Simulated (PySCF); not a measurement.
The system is SGeH2, in a box.

```
S Ge H
1.0
    11.00000    0.00000    0.00000
     0.00000   12.00000    0.00000
     0.00000    0.00000   11.00000
S Ge H
1 1 2
Direct
  0.46372 0.39476 0.52654
  0.42750 0.55640 0.43424
  0.57486 0.41474 0.57195
  0.55504 0.60874 0.47280
```

Base run:

| Property | Result |
| --- | --- |
| Program | PySCF 2.14.0 |
| Functional | PBE |
| Potentials or basis | def2-svp (all-electron) |
| k mesh | 1 × 1 × 1 |
| Occupations | fixed |
| Spin | no spin polarisation |

Its results: gap between the frontier levels 2.73 eV.

Question: The run is repeated on the same cell with these changes: functional from PBE to TM. What comes out?

Answer: Gap between the frontier levels 2.87 eV.

TM gives the wider gap, since meta-GGAs in the generalised Kohn-Sham scheme recover part of the derivative discontinuity.

Caveats: this is a molecule in a periodic box at the Γ point, so its band gap is the HOMO-LUMO gap; relativity is left out, which matters for the heavier elements; the basis of atomic orbitals isn't converged, which shifts pressures, moduli and gaps.

